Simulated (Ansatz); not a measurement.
Crystal: LiY3.

```xyz
4
Lattice="0.0000 3.8999 3.8999 3.8999 0.0000 3.8999 3.8999 3.8999 0.0000" Properties=species:S:1:pos:R:3 pbc="T T T"
Y     3.8999    3.8999    3.8999
Y     5.8498    5.8498    5.8498
Y     1.9499    1.9499    1.9499
Li    0.0000    0.0000    0.0000
```

The cell comes from a database or a generator and needn't be the stable form of this composition.

- Program: Ansatz 0.2.0
- Task: relaxation of cell and atoms
- Functional: PBE
- Dispersion: D3(BJ)
- Potentials or basis: Ansatz PAW
- Cutoff: 420 eV (not typed: the program's choice for these potentials)
- k mesh: 6 × 6 × 6
- Occupations: fermi-dirac, width 0.05 eV
- Spin: no spin polarisation

At the start: volume 29.66 Å³/atom.

Task: Where does the relaxation end?

Result: It ends after 4 steps and the volume is 28.24 Å³/atom (-4.8 %); space group Fm-3m (No. 225, to 0.05 Å).

Step by step:
```
step  energy change (eV)  largest force (eV/Å)  volume (Å³)
   1              0.0000                0.0000       118.62
   2             -0.0292                0.0000       112.27
   3             -0.0296                0.0000       112.97
   4             -0.0295                0.0000       112.97
```

Final structure:
```xyz
4
Lattice="0.0000 3.8369 3.8369 3.8369 0.0000 3.8369 3.8369 3.8369 0.0000" Properties=species:S:1:pos:R:3 pbc="T T T"
Y     3.8369    3.8369    3.8369
Y     5.7553    5.7553    5.7553
Y     1.9184    1.9184    1.9184
Li    0.0000    0.0000    0.0000
```

Caveat: the plane-wave basis is chosen anew once the cell has moved, so the energies of steps on either side of that aren't comparable; pairwise dispersion overbinds metals, which lowers pressure and volume.
